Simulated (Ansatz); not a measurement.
Runs of Ansatz 0.2.0 on Ge3Pd. The structure is cubic, space group Pm-3m (No. 221). Conventional cell: a = 4.142 Å, b = 4.142 Å, c = 4.142 Å, α = 90.00°, β = 90.00°, γ = 90.00°. Pd (site symmetry m-3m) has 12 Ge at 2.93 Å as nearest neighbours. Ge (site symmetry 4/mmm) has 4 Pd at 2.93 Å and 8 Ge at 2.93 Å as nearest neighbours. The cell comes from a database or a generator and needn't be the stable form of this composition.

```tsv
task	level	potentials or basis	k mesh	cutoff (eV)	smearing	basis error allowed	mesh quality	gap on the mesh (eV)	pressure (GPa)
band structure	PBEsol	all-electron PAW datasets made for the crystal	7 × 7 × 7	260	fermi-dirac 0.05 eV	-	not flagged	-	-4.7
single point	PBEsol	all-electron LAPW, scalar-relativistic	7 × 7 × 7	216	fermi-dirac 0.05 eV	0.001 eV/atom	not flagged	none	-4.7
band structure	PBEsol	all-electron LAPW, inner shells corrected to Dirac's equation	7 × 7 × 7	199	fermi-dirac 0.05 eV	0.002 eV/atom	not flagged	-	-4.7
band structure	PBEsol	all-electron LAPW, non-relativistic	7 × 7 × 7	199	fermi-dirac 0.05 eV	0.002 eV/atom	not flagged	-	-3.2
band structure	LDA	all-electron LAPW, scalar-relativistic	7 × 7 × 7	199	fermi-dirac 0.05 eV	0.002 eV/atom	not flagged	-	-7.0
single point	PBEsol	all-electron LAPW, scalar-relativistic	4 × 4 × 4	199	fermi-dirac 0.03 eV	0.002 eV/atom	coarse	none	(a)
phonons	PBEsol	all-electron LAPW, scalar-relativistic	7 × 7 × 7	215	fermi-dirac 0.05 eV	0.002 eV/atom	not flagged	none	-
band structure	PBEsol	all-electron LAPW, scalar-relativistic	7 × 7 × 7	199	fermi-dirac 0.05 eV	0.002 eV/atom	not flagged	-	-4.7
band structure	PBE	all-electron LAPW, scalar-relativistic	7 × 7 × 7	199	fermi-dirac 0.05 eV	0.002 eV/atom	not flagged	-	-0.1
```

Alike in all rows: no spin polarisation; cell as given.

Q: Fill in the values left out.

A: (a) -4.9.

Caveats: some runs use coarse meshes; relativity is left out, which matters for the heavier elements (some runs); the k mesh is thin for a metal, which can move the energy by tens of meV per atom (some runs); a metal's response needs a denser mesh (some runs); some modes are imaginary (some runs).

A k mesh can miss the band edges, and the runs leave out spin-orbit coupling on Ge, Pd.

A gap of «none» marks a metal or a gap under the smearing width.

Not every run made on this cell is shown here.
